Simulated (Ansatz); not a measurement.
# YPO4 (Xenotime-(Y)): properties at the relaxed cell

The task here is to estimate one member of a computed series from the others.

Computed with Ansatz 0.2.0 (DFT r2SCAN, scalar-relativistic, plane waves, PAW, unless a step's input says otherwise).

## The structure to begin with

The structure is tetragonal, space group I4_1/amd (No. 141). The conventional cell has a = 6.904 Å, b = 6.904 Å, c = 6.025 Å, α = 90.00°, β = 90.00°, γ = 90.00°. Around Y (site symmetry -4m2) lie 8 O at 2.31 to 2.38 Å. P (site symmetry -4m2) has 4 O at 1.54 Å as nearest neighbours. Around O (site symmetry m) lie 1 P at 1.54 Å.

Coordinates:

```cif
data_structure
_symmetry_space_group_name_H-M 'P 1'
_symmetry_Int_Tables_number 1
_cell_length_a 5.7366
_cell_length_b 5.7366
_cell_length_c 5.7366
_cell_angle_alpha 106.009
_cell_angle_beta 106.009
_cell_angle_gamma 116.643
_cell_volume 143.60
loop_
_atom_site_label
_atom_site_type_symbol
_atom_site_fract_x
_atom_site_fract_y
_atom_site_fract_z
_atom_site_occupancy
Y1 Y 0.75000 0.25000 0.50000 1
Y2 Y 0.00000 0.00000 0.00000 1
P1 P 0.50000 0.50000 0.00000 1
P2 P 0.25000 0.75000 0.50000 1
O1 O 0.16604 0.34067 0.82537 1
O2 O 0.09067 0.76530 0.67463 1
O3 O 0.51530 0.34067 0.17463 1
O4 O 0.09067 0.41604 0.32537 1
O5 O 0.58396 0.90933 0.67463 1
O6 O 0.65933 0.83396 0.17463 1
O7 O 0.23470 0.90933 0.32537 1
O8 O 0.65933 0.48470 0.82537 1
```

It is the result of an earlier relaxation at this level (volume 11.97 Å³/atom; gap on the mesh: 6.59 eV).

The first run:

input.yaml

```yaml
crystal:
  lattice:
    - [-3.4171469678, 3.4171469678, 2.9821835419]
    - [3.4171469678, -3.4171469678, 2.9821835419]
    - [3.4171469678, 3.4171469678, -2.9821835419]
  atoms:
    - { symbol: "Y", position: [0.75, 0.25, 0.5] }
    - { symbol: "Y", position: [0.0, 0.0, 0.0] }
    - { symbol: P, position: [0.5, 0.5, 0.0] }
    - { symbol: P, position: [0.25, 0.75, 0.5] }
    - { symbol: O, position: [0.1660433826, 0.3406703177, 0.8253730649] }
    - { symbol: O, position: [0.0906703177, 0.7652972529, 0.6746269351] }
    - { symbol: O, position: [0.5152972529, 0.3406703177, 0.1746269351] }
    - { symbol: O, position: [0.0906703177, 0.4160433826, 0.3253730649] }
    - { symbol: O, position: [0.5839566174, 0.9093296823, 0.6746269351] }
    - { symbol: O, position: [0.6593296823, 0.8339566174, 0.1746269351] }
    - { symbol: O, position: [0.2347027471, 0.9093296823, 0.3253730649] }
    - { symbol: O, position: [0.6593296823, 0.4847027471, 0.8253730649] }
basis:
  ecutwfc: 500
kpoints:
  mp_grid: { grid: [6, 6, 6] }
hamiltonian:
  xc: r2scan
scf:
  occupations: { method: gaussian, width: 0.02 }
output:
  forces: true
  stress: true
  eigenvalues: true
relax:
  adjacent_minimum: "off"
  f_tol: 0.01
  max_steps: 30
  cell: { stress_tol: 0.1, fix: [volume] }
```

Started as:

```console
$ ansatz run input.yaml --threads 4 --pin off --max-ram 10240MiB --backend cpu --events-out ev --progress --plain --runs-dir out
```

Among the steps run: Volume × 0.97; Volume × 1.03; Volume × 0.94; The cell scaled to 1.06 of its volume; The cell scaled to 0.91 of its volume; Volume × 1.10; Point at V/V0 = 0.88.

One of the session's tables, all rows but one given; the rest of the session is left out.

It belongs to the step «Fit of the equation of state». 

```
volume (Å³/atom)  energy above the lowest point (meV/atom)  pressure (GPa)  gap on the mesh (eV)
          10.531                                     103.3           26.38                  7.20
          10.890                                      54.1           17.82                  7.05
          11.249                                      22.4           10.72                  6.89
          11.608                                       5.2            4.82                  6.74
          11.967                                       0.0            0.00                  6.59
          12.326                                         ?               ?                     ?
          12.685                                      16.9           -6.96                  6.32
          13.163                                      42.5           -9.95                  6.16
```

Estimate the missing values for volume (Å³/atom) = 12.326.

Worked estimate for «energy above the lowest point (meV/atom)». A straight line through the neighbours (11.967, 0.0) and (12.685, 16.9) gives 0.0 + (16.9 − 0.0) × (12.326 − 11.967) / (12.685 − 11.967) = 8.4; a parabola fitted to 4 rows on both sides gives 4.8.

**Answer.** energy above the lowest point (meV/atom): 4.5; pressure (GPa): -3.89; gap on the mesh (eV): 6.45. In «energy above the lowest point (meV/atom)» the line misses by +3.9 and the parabola by +0.3.
